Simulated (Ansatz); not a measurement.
# Pd (Pd, omega (AlB2-type)): the cost of one run

Computed with Ansatz 0.2.0 (DFT r2SCAN, plane waves (500 eV) with PAW, scalar-relativistic; PAW files made under PBE, frozen cores solved again for the functional, unless a step says otherwise).

### Step 1. Starting point

Symmetry: P6/mmm, No. 191, hexagonal system. The conventional cell has a = 4.365 Å, b = 4.365 Å, c = 2.676 Å, α = 90.00°, β = 90.00°, γ = 120.00°. Pd (site symmetry 6/mmm) has 14 Pd at 2.68 to 2.85 Å as nearest neighbours. Pd (site symmetry -6m2) is surrounded by 11 Pd at 2.52 to 2.85 Å.

Structure file:

```
Pd
1.0
     4.36466    0.00000    0.00000
    -2.18233    3.77991    0.00000
     0.00000    0.00000    2.67554
Pd
3
Direct
  0.00000 0.00000 0.00000
  0.33333 0.66667 0.50000
  0.66667 0.33333 0.50000
```

Starting moments (μB): +0.5 ×3.

### Step 2. Geometry optimisation

File input.yaml:

```yaml
crystal:
  lattice:
    - [4.3646624039, 0.0, 0.0]
    - [-2.182331202, 3.7799085207, 0.0]
    - [0.0, 0.0, 2.6755380536]
  atoms:
    - { symbol: Pd, position: [0.0, 0.0, 0.0], spin: 0.5 }
    - { symbol: Pd, position: [0.3333333333, 0.6666666667, 0.5], spin: 0.5 }
    - { symbol: Pd, position: [0.6666666667, 0.3333333333, 0.5], spin: 0.5 }
hamiltonian:
  xc: r2scan
  pseudopotentials:
    kind: paw
    azcp:
      Pd: "pseudopotentials/Pd.paw.azcp"
basis:
  ecutwfc: 500
  fft_grid_basis: typed
kpoints:
  mp_grid: { grid: [8, 8, 12], shift: [0, 0, 0] }
magnetization:
  spin_polarized: true
scf:
  occupations: { method: fermi_dirac, width: 0.05 }
relax:
  max_steps: 60
  f_tol: 0.01
  cell: {}
output:
  write_density: true
  write_potential: true
  elf: true
  volumetric_format: npy
```

The run is started by

```
$ ansatz run input.yaml --threads 1 --pin off --max-ram 3584MiB --backend cpu --events-out ev --progress --plain --runs-dir out
```

What time and memory should one allow on 1 thread of Intel Xeon Platinum 8259CL at 2.50GHz (Skylake/Cascade Lake), shared host?

About 6 min, with a peak of 0.7 GiB.
